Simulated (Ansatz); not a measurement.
# YSb: a single-point run

The task is a single-point run on YSb. The structure is shown as the input types it. The cell is built on a prototype (CsCl type) and needn't be the phase found in nature.

Method: density functional or hybrid calculation with the settings of its input, plane waves (as first typed), in Ansatz 0.2.0.

5 further runs of the same task are left out: 1 for a known fault of the program, 4 that didn't finish.

**1. The starting structure**

Symmetry: Pm-3m, No. 221, cubic system. Conventional cell: a = 3.802 Å, b = 3.802 Å, c = 3.802 Å, α = 90.00°, β = 90.00°, γ = 90.00°. Y (site symmetry m-3m) is surrounded by 8 Sb at 3.29 Å. Around Sb (site symmetry m-3m) lie 8 Y at 3.29 Å.

Structure file:

```cif
data_structure
_symmetry_space_group_name_H-M 'P 1'
_symmetry_Int_Tables_number 1
_cell_length_a 3.8024
_cell_length_b 3.8024
_cell_length_c 3.8024
_cell_angle_alpha 90.000
_cell_angle_beta 90.000
_cell_angle_gamma 90.000
_cell_volume 54.98
loop_
_atom_site_label
_atom_site_type_symbol
_atom_site_fract_x
_atom_site_fract_y
_atom_site_fract_z
_atom_site_occupancy
Y1 Y 0.00000 0.00000 0.00000 1
Sb1 Sb 0.50000 0.50000 0.50000 1
```

**2. Input and run**

Contents of input.yaml:

```yaml
crystal:
  lattice:
    - [3.80243245, 0.0, 0.0]
    - [0.0, 3.80243245, 0.0]
    - [0.0, 0.0, 3.80243245]
  atoms:
    - { symbol: "Y", position: [0.0, 0.0, 0.0] }
    - { symbol: Sb, position: [0.5, 0.5, 0.5] }
kpoints:
  mp_grid: { grid: [4, 4, 4] }
hamiltonian:
  xc: pbesol
scf:
  occupations: { method: fermi_dirac, width: 0.02 }
  n_extra_bands: 4
  max_iter: 81
output:
  forces: true
  stress: true
  eigenvalues: true
basis:
  ecutwfc: 40
```

Started as:

```bash
$ ansatz run input.yaml --threads 4 --pin off --max-ram 3686MiB --backend cpu --events-out ev --progress --plain --runs-dir out
```

**Question.** How will this run end, and is anything wrong with its input?

This run ends as converged, with warnings (cutoff below recommended). It gives a pressure of -1145 GPa, which is large.

In the input, basis.ecutwfc is 40. The cutoff lies far under what these potentials need. The potentials' recommended cutoff is 420 eV.

Run again and compare: delete basis.ecutwfc (the default then holds).
